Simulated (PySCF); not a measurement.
# C4H4N2SSi: the cost of one run

Computed with PySCF 2.14.0 and routines of our own; the level stands in each step. Atoms count from 0.

## 1. The starting structure

12 atoms, charge 0, multiplicity 1; geometry from: GFN2-xTB.

## 2. Magnetic properties: GIAO PBE/pcSseg-1

Job settings and geometry (Å):

```
{"job": {"kind": "mag", "xc": "PBE", "basis": "pcSseg-1", "isotopologues": 2}, "charge": 0, "multiplicity": 1}
C     -1.502689    -2.344672     0.162675
C     -0.520380    -1.653292     0.104572
C      0.621577    -0.859062     0.038017
S      2.231388    -1.487355     0.048018
N      2.850306     0.049309    -0.053166
N      1.972424     0.945000    -0.091136
C      0.698799     0.524864    -0.044937
Si    -0.737147     1.737622    -0.092895
H     -2.363952    -2.940717     0.212614
H     -0.168355     3.076135    -0.181973
H     -1.520449     1.546573     1.130384
H     -1.560324     1.404908    -1.258199
```

With the program's defaults for keys left out, this is: GIAO PBE/pcSseg-1 magnetisability, rotational g tensor and spin-rotation constants, non-relativistic, gas phase.

The run is started by

```console
> OMP_NUM_THREADS=1 python excited_run.py task.json out
```

The driver reads the jobs from task.json and runs them one after another.

Q: Estimate the wall time and peak memory of this first job on 1 thread of Arm Neoverse V1, shared host.

About 37 s, with a peak of 0.58 GiB.
